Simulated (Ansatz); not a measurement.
Write a Python script for the Ansatz DFT code, driven from Python that makes a ladder of basis sets of CH4BI, SMILES BCI. Settings (for the species named): PBE0, def2-SVP basis, multiplicity 1. The script varies basis: def2-SVP, def2-SVPD, def2-TZVP, def2-TZVPP.

```yaml
atoms:
  - { symbol: B, position_ang: [-0.7828, 0.1143, -0.4514] }
  - { symbol: C, position_ang: [0.5811, 0.0929, 0.2511] }
  - { symbol: I, position_ang: [0.8851, -1.8437, 1.0622] }
  - { symbol: H, position_ang: [-1.4677, -0.7739, -0.4933] }
  - { symbol: H, position_ang: [-1.1807, 1.1559, -0.9948] }
  - { symbol: H, position_ang: [0.6191, 0.8647, 1.0646] }
  - { symbol: H, position_ang: [1.4072, 0.3218, -0.4842] }
```

`basis.py`
```python
"""Basis-set convergence for CH4BI."""

import ansatz as az

GEOMETRY = """
B    -0.78280    0.11430   -0.45140
C     0.58110    0.09290    0.25110
I     0.88510   -1.84370    1.06220
H    -1.46770   -0.77390   -0.49330
H    -1.18070    1.15590   -0.99480
H     0.61910    0.86470    1.06460
H     1.40720    0.32180   -0.48420
"""


def main() -> None:
    geometry = az.Crystal.molecule()
    for line in GEOMETRY.strip().splitlines():
        symbol, *xyz = line.split()
        geometry = geometry.atom(symbol, [float(v) for v in xyz])

    calculation = geometry.calculation().functional("PBE0")

    energies = {}
    for basis in ["def2-SVP", "def2-SVPD", "def2-TZVP", "def2-TZVPP"]:
        data = calculation.basis(gaussian=basis).run().report
        size = data["n_frozen"] + data["n_occupied"][0] + data["n_virtual"][0]
        energies[basis] = (data["reference_energy_ev"] / 27.211386246, data["free_energy_ev"] / 27.211386246)
        print(f"{basis:14s} {size:4d} orbitals  reference {energies[basis][0]:14.6f} Ha  total {energies[basis][1]:14.6f} Ha")

    last = energies["def2-TZVPP"][1]
    for basis, (_, total) in energies.items():
        print(f"{basis:14s} lies {27.211386 * (total - last):9.4f} eV above def2-TZVPP")


if __name__ == "__main__":
    main()
```

`python basis.py` gives:
```text
def2-SVP         74 orbitals  reference    -362.897392 Ha  total    -362.897392 Ha
def2-SVPD       107 orbitals  reference    -362.902174 Ha  total    -362.902174 Ha
def2-TZVP       136 orbitals  reference    -362.979867 Ha  total    -362.979867 Ha
def2-TZVPP      168 orbitals  reference    -362.980949 Ha  total    -362.980949 Ha
def2-SVP       lies    2.2737 eV above def2-TZVPP
def2-SVPD      lies    2.1436 eV above def2-TZVPP
def2-TZVP      lies    0.0294 eV above def2-TZVPP
def2-TZVPP     lies    0.0000 eV above def2-TZVPP
```

Against def2-SVP: def2-SVPD -4.8 mHa, def2-TZVP -82.5 mHa and def2-TZVPP -83.6 mHa. The last step alone is -1.08 mHa (these two sets differ little on atoms other than hydrogen). From the first set to the last the time grows from 1.7 to 5.2 s.

Reading the output:
- The drop along the ladder measures the basis error, and is no property of the molecule.
- The geometry is a force-field or estimated start, not a minimum of this method, and the last set is no limit. Much of the fall in a total is atomic energy, which cancels in bond and reaction energies.
- def2 sets replace the cores of elements past krypton by effective core potentials.
- Timing: 13 s on 1 thread of Intel(R) Xeon(R) Platinum 8488C (Sapphire Rapids), on a shared host, peak memory 0.37 GiB.

(Lines on the test bed's own set-up are left out of the output.)
